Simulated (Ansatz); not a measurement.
# BiTe (Fm-3m): cleavage or sliding curve from a Python script

What does it cost to pull BiTe (Fm-3m) apart? Wanted for BiTe (Fm-3m): a cleavage or sliding curve.

Computed with Ansatz 0.2.0 through its Python package. Level of theory: DFT PBE, plane waves, PAW.

### Step 1. Starting point

The structure is cubic, space group Fm-3m (No. 225). Conventional cell: a = 6.470 Å, b = 6.470 Å, c = 6.470 Å, α = 90.00°, β = 90.00°, γ = 90.00°. Around Bi (site symmetry m-3m) lie 6 Te at 3.23 Å. Te (site symmetry m-3m) is surrounded by 6 Bi at 3.23 Å.

No structure file is read: the coordinates are typed or built in the script.

### Step 2. Script

Input file cleave.py:

```python
# -*- coding: utf-8 -*-
from dataclasses import dataclass
import warnings

import ansatz as az
import numpy as np


@dataclass
class Settings:
    cutoff: int = 420
    filling: str = 'Methfessel-Paxton'
    smearing_width: float = 0.1
    scf_tol: float = 1e-07
    mesh: tuple[int, ...] = (5, 5, 5)


opts = Settings()

vectors0 = np.array([
    [0.0, 3.235, 3.235],
    [3.235, 0.0, 3.235],
    [3.235, 3.235, 0.0],
])
sites = [
    ('Bi', (0.0, 0.0, 0.0)),
    ('Te', (0.5, 0.5, 0.5)),
]


def crystal_on(cell):
    crystal = az.Crystal(lattice=az.Lattice.of(cell))
    for symbol, position in sites:
        crystal = crystal.atom(symbol, position)
    return crystal

warnings.simplefilter('ignore', az.DeckWarning)

block = crystal_on(vectors0).supercell(1, 1, 2).resolved()
cell0 = np.array(block.lattice.vectors)
xyz = np.array([site.position for site in block.sites]) @ cell0
normal = np.cross(cell0[0], cell0[1])
area = np.linalg.norm(normal)
normal *= np.sign(normal @ cell0[2]) / area
energies = []
for amount in [0, 1.0, 2.0, 3.0, 5.0]:
    cell = cell0.copy()
    cell[2] += amount * normal
    moved = az.Crystal(lattice=az.Lattice.of(cell))
    for site, fraction in zip(block.sites, xyz @ np.linalg.inv(cell)):
        moved = moved.atom(site.symbol, fraction)
    job = moved.calculation()
    job = job.pseudopotentials('paw')
    job = job.basis(opts.cutoff)
    job = job.occupations(opts.filling, width=opts.smearing_width)
    job = job.scf(tolerance=opts.scf_tol).kpoints(*opts.mesh)
    energies.append(job.run().report['free_energy_ev'])
    print(f'gap {amount:4.2f} A: {(energies[-1] - energies[0]) / area * 16.02177:8.4f} J/m^2')
```

### Step 3. The calls as engine input

The engine receives this input (first run):

```yaml
crystal:
  lattice:
    - [0.0, 3.235, 3.235]
    - [3.235, 0.0, 3.235]
    - [6.47, 6.47, 0.0]
  atoms:
    - { symbol: Bi, position: [0.0, 0.0, 0.0] }
    - { symbol: Te, position: [0.49999999999999994, 0.5, 0.25] }
    - { symbol: Bi, position: [-2.6712703833224062e-17, 2.6712703833224062e-17, 0.5] }
    - { symbol: Te, position: [0.49999999999999994, 0.5, 0.75] }
basis:
  ecutwfc: 420.0
kpoints:
  mp_grid:
    grid: [5, 5, 5]
hamiltonian:
  pseudopotentials:
    kind: paw
scf:
  convergence:
    dr2_threshold: 1.0e-07
  occupations:
    method: methfessel_paxton
    width: 0.1
```

### Step 4. Launch

Started as:

```bash
$ python cleave.py
```

Q: Predict the main results. Wanted: range of energy; lowest point, c.

The runs gave:

```
           quantity            value
      runs compared                5
    range of energy  246.22 meV/atom
lowest point, c (Å)            9.150
```

In words: Run 5 has settings that are off on purpose, so what rests on it isn't a property of the system. The lowest point is at the first value of the scan; the highest lies 246.2 meV/atom above it. Reading the output:
- No functional is typed, so the default, PBE, holds.
- The atoms are held rigidly, so these energies lie above those of relaxed faces or faults. Spin-orbit coupling is left out, though heavy elements are present.
